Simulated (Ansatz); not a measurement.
I need an active-space calculation of CH3GeN, SMILES [CH]1=[N][GeH2]1. Use Ansatz 0.2.0 through its Python package. Level of theory (for the species named): Hartree-Fock, def2-SVP basis, multiplicity 1.

```xyz
6

C     0.2085   -1.0033    0.1233
N    -1.2057   -0.7587   -0.1155
Ge   -0.3171    0.7468   -0.1299
H     1.0385   -1.6500    0.2961
H     0.3665    1.1615   -1.4763
H    -0.0487    1.4396    1.2562
```

`cas.py`:
```python
"""Active-space calculation on CH3GeN."""

import warnings

import ansatz as az

GEOMETRY = """
C     0.20850   -1.00330    0.12330
N    -1.20570   -0.75870   -0.11550
Ge   -0.31710    0.74680   -0.12990
H     1.03850   -1.65000    0.29610
H     0.36650    1.16150   -1.47630
H    -0.04870    1.43960    1.25620
"""


def main() -> None:
    warnings.simplefilter("ignore", az.DeckWarning)

    mol = az.Crystal.molecule()
    for line in GEOMETRY.strip().splitlines():
        symbol, *xyz = line.split()
        mol = mol.atom(symbol, [float(v) for v in xyz])

    calculation = (
        mol.calculation()
        .basis(gaussian="def2-SVP")  # the orbital basis, by name
        .correlation(active_electrons=6, active_orbitals=7)
    )
    for method in [None, "sc_nevpt2"]:
        data = (calculation if method is None else calculation.correlation(method)).run(threads=1).report
        space = data["configurations"]
        state = space["states"][0]
        print(method or "casscf", f"total {data['free_energy_ev'] / 27.211386246:.6f} Ha, active-space state {state['energy']['hartree']:.6f} Ha, mean field {data['reference_energy_ev'] / 27.211386246:.6f} Ha")
        print("  determinants", state["n_determinants"], " natural occupations", [round(n, 3) for n in space["natural_occupations"]])


if __name__ == "__main__":
    main()
```

```console
$ python cas.py
casscf total -2169.032766 Ha, active-space state -2169.032766 Ha, mean field -2168.910693 Ha
  determinants 1225  natural occupations [1.968, 1.96, 1.896, 0.099, 0.039, 0.033, 0.005]
Warning: the results are in doubt because another end's mean lies 0.619 eV lower, and its corrected mean 0.147 eV higher
RunWarning: the results are in doubt because another end's mean lies 0.619 eV lower, and its corrected mean 0.147 eV higher
sc_nevpt2 total -2169.440939 Ha, active-space state -2169.010010 Ha, mean field -2168.910693 Ha
  determinants 1225  natural occupations [1.97, 1.956, 1.885, 0.11, 0.048, 0.024, 0.007]
```
(Warnings from the package without file and line.)

Reading the output:
- Total energies depend on the basis set; only differences at equal settings carry meaning.
- The geometry is a force-field or estimated start, not a minimum of this method, and the basis set is short of its limit. The active space starts as a window about the frontier orbitals and is then optimised, not chosen by chemistry.
- A lower CASSCF solution was found and passed over, so the printed active-space state isn't the lowest.
- The script silences the warnings on its input, which a real study should read.
- Finished in 12 s on 1 thread of AMD EPYC 9R45 96-Core Processor (Zen 5), on a shared host, peak memory 0.24 GiB.

(Lines on the test bed's own set-up are left out of the output.)
